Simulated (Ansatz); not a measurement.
What does this script print? It uses Ansatz's Python interface.

Script `freq.py`:
```python
"""Vibrations of H2S2SeSn."""

import ansatz as az
from ase import Atoms
import numpy as np

atoms = Atoms(["Se", "Sn", "S", "S", "H", "H"], positions=[
    (-0.442, 1.4177, -1.5798),
    (0.3445, 0.1526, 0.4315),
    (-0.2763, -2.1832, 0.2801),
    (1.844, -1.6914, -0.1831),
    (-1.919, 1.4299, -1.0496),
    (0.4908, 0.8104, 2.0548),
])
molecule = az.Crystal.molecule_from_ase(atoms)

calculation = (
    molecule.calculation()
    .basis(gaussian="def2-SVP")
    .functional("b3lyp", dispersion="d4")
)
symbols = [site.symbol for site in molecule.cartesian_sites]
start = np.array([site.position_ang for site in molecule.cartesian_sites], dtype=float)
data = calculation.relax(force_tolerance=0.003, max_steps=100).run().report
end = np.array(data["positions_ang"])

print("bond        before    after (A)")
for i, j in [(0, 1), (0, 4), (1, 2), (1, 3), (1, 5), (2, 3)]:
    d0, d1 = (np.linalg.norm(xyz[i] - xyz[j]) for xyz in (start, end))
    print(f"{symbols[i]}{i}-{symbols[j]}{j}".ljust(10), f"{d0:8.4f} {d1:8.4f}")

# frequencies need a stationary point, so they are taken at the relaxed geometry
minimum = az.Crystal.molecule()
for symbol, xyz in zip(symbols, end):
    minimum = minimum.atom(symbol, xyz.tolist())
vibrating = minimum.calculation()
vibrating = vibrating.basis(gaussian="def2-SVP")
vibrating = vibrating.functional("b3lyp", dispersion="d4").phonons(temperatures=(200, 600, 100))
vib = vibrating.run().report["vibrations"]
sums = vib["harmonic_sums"]
modes = [m["omega_inv_cm"] for m in sums["modes_at_gamma"] if m["rigid_motion"] == "no"]
for number, w in enumerate(modes, start=1):
    print(f"mode {number:2d} {w:9.1f} 1/cm {w / 8065.544 * 1000:8.2f} meV")
print("imaginary modes:", sum(w < 0 for w in modes), " zero-point energy:", round(sums["zero_point_energy_ev"], 4), "eV")
print("T (K)   F_vib (eV)   S_vib (meV/K)   C_vib (meV/K)")
for row in zip(sums["temperatures_k"], sums["vibrational_free_energy_ev"], vib["entropy_ev_per_k"], vib["heat_capacity_ev_per_k"]):
    print(f"{row[0]:6.1f} {row[1]:11.4f} {1000 * row[2]:13.4f} {1000 * row[3]:15.4f}")
```

```console
$ python freq.py
bond        before    after (A)
Se0-Sn1      2.5029   2.5414
Se0-H4       1.5693   1.4787
Sn1-S2       2.4216   2.4157
Sn1-S3       2.4549   2.4156
Sn1-H5       1.7576   1.7115
S2-S3        2.2253   2.2625
mode  1      56.4 1/cm     6.99 meV
mode  2      80.0 1/cm     9.91 meV
mode  3     122.7 1/cm    15.22 meV
mode  4     235.6 1/cm    29.21 meV
mode  5     310.9 1/cm    38.55 meV
mode  6     317.0 1/cm    39.30 meV
mode  7     417.1 1/cm    51.72 meV
mode  8     446.3 1/cm    55.33 meV
mode  9     544.1 1/cm    67.46 meV
mode 10     647.7 1/cm    80.30 meV
mode 11    1904.6 1/cm   236.14 meV
mode 12    2399.3 1/cm   297.48 meV
imaginary modes: 0  zero-point energy: 0.4638 eV
T (K)   F_vib (eV)   S_vib (meV/K)   C_vib (meV/K)
 200.0      0.4120        0.5604          0.5596
 300.0      0.3428        0.8147          0.6892
 400.0      0.2506        1.0234          0.7586
 500.0      0.1393        1.1978          0.8034
 600.0      0.0119        1.3474          0.8374
```

Caveats:
- The frequencies are harmonic and unscaled, in a modest basis. The result belongs to the one conformer reached from this start, and soft torsions count as harmonic oscillators.
- def2 sets replace the cores of elements past krypton by effective core potentials.
- b3lyp holds the VWN-RPA fit, as in Gaussian; the form of ORCA and Turbomole is b3lyp5.
- Hardware and time: 4.8 min on 1 thread of Arm Neoverse V2, on a shared host, peak memory 0.35 GiB.

(A comment or docstring line of the script was reworded after the run, the code is as it ran; lines on the test bed's own set-up are left out of the output.)
